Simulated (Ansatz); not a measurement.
**GdCl3 (BiF3 type): response to moved atoms and strain**

How does GdCl3 (BiF3 type) push back when it is distorted? Each run changes the relaxed cell in one way. This structure was made by substitution into a known type, so it needn't be the compound's stable form.

Method: DFT PBEsol, scalar-relativistic, plane waves, PAW, in Ansatz 0.2.0.

**1. The system as given**

Symmetry: Fm-3m, No. 225, cubic system. The conventional cell has a = 6.844 Å, b = 6.844 Å, c = 6.844 Å, α = 90.00°, β = 90.00°, γ = 90.00°. Around Gd (site symmetry m-3m) lie 8 Cl at 2.96 Å. Around Cl (site symmetry m-3m) lie 8 Cl at 2.96 Å. Cl (site symmetry -43m) is surrounded by 4 Gd at 2.96 Å and 4 Cl at 2.96 Å.

Coordinates:

```cif
data_structure
_symmetry_space_group_name_H-M 'Fm-3m'
_symmetry_Int_Tables_number 225
_cell_length_a 6.8436
_cell_length_b 6.8436
_cell_length_c 6.8436
_cell_angle_alpha 90.000
_cell_angle_beta 90.000
_cell_angle_gamma 90.000
_cell_volume 320.52
loop_
_atom_site_label
_atom_site_type_symbol
_atom_site_symmetry_multiplicity
_atom_site_Wyckoff_symbol
_atom_site_fract_x
_atom_site_fract_y
_atom_site_fract_z
_atom_site_occupancy
Gd1 Gd 4 a 0.00000 0.00000 0.00000 1
Cl1 Cl 4 b 0.50000 0.00000 0.00000 1
Cl2 Cl 8 c 0.25000 0.75000 0.75000 1
```

This cell comes from an earlier session at PBEsol: 20.033 Å³/atom at 0.00 GPa, on a 8×8×8 mesh.

The changes: atom 3 (Cl) moved 0.08 Å along x; strain e6 = +0.02, atoms carried along.

**2. Atom 3 (Cl) moved 0.08 Å along x**

input.yaml

```yaml
crystal:
  lattice:
    - [0.0, 3.4218074812, 3.4218074812]
    - [3.4218074812, 0.0, 3.4218074812]
    - [3.4218074812, 3.4218074812, 0.0]
  atoms:
    - { symbol: Gd, position: [0.0, 0.0, 0.0], spin: 7.58 }
    - { symbol: Cl, position: [0.5, 0.5, 0.5] }
    - { symbol: Cl, position: [0.2383102716, 0.2616897284, 0.2616897284] }
    - { symbol: Cl, position: [0.75, 0.75, 0.75] }
basis:
  ecutwfc: 420
  ecutrho_ratio: 4
kpoints:
  mp_grid: { grid: [8, 8, 8] }
hamiltonian:
  xc: pbesol
scf:
  occupations: { method: gaussian, width: 0.05 }
  lower_state_search: "off"
output:
  forces: true
  stress: true
  eigenvalues: true
  populations: true
magnetization:
  spin_polarized: true
checkpoint:
  read: start.run
  write: ck
  compress: false
  write_wavefunctions: false
  write_every: 100000
```

start.run holds the converged state of the cell before the atoms were moved.

Further steps of the session: Strain e6 = +0.02, atoms carried along.

Before running it: what results should come out? Wanted: for each run, change; change of free energy; largest force; largest change of stress.

As calculated:

| change | change of free energy (meV/atom) | largest force (eV/Å) | largest change of stress (GPa) |
| --- | --- | --- | --- |
| atom 3 (Cl) moved 0.08 Å along x | 4.28 | 0.428 | 0.79 |
| strain e6 = +0.02, atoms carried along | 1.23 | 0.099 | 0.98 |

Moving atom 3 by 0.08 Å meets a restoring force of 0.428 eV/Å along the move, a force constant of about 5.4 eV/Å². The strain e6 = +0.02 changes that stress component by -0.98 GPa (compression positive), a ratio of 49 GPa; that is a secant over a finite strain with the atoms carried along, not the elastic constant. No change lowers the energy by more than 0.5 meV/atom; other distortions weren't tried. No U or exact exchange acts on the open f shell of Gd, so the gap holds for this level alone and is likely too small. Spin–orbit coupling is left out, though the cell holds Gd; it splits the 4f levels.
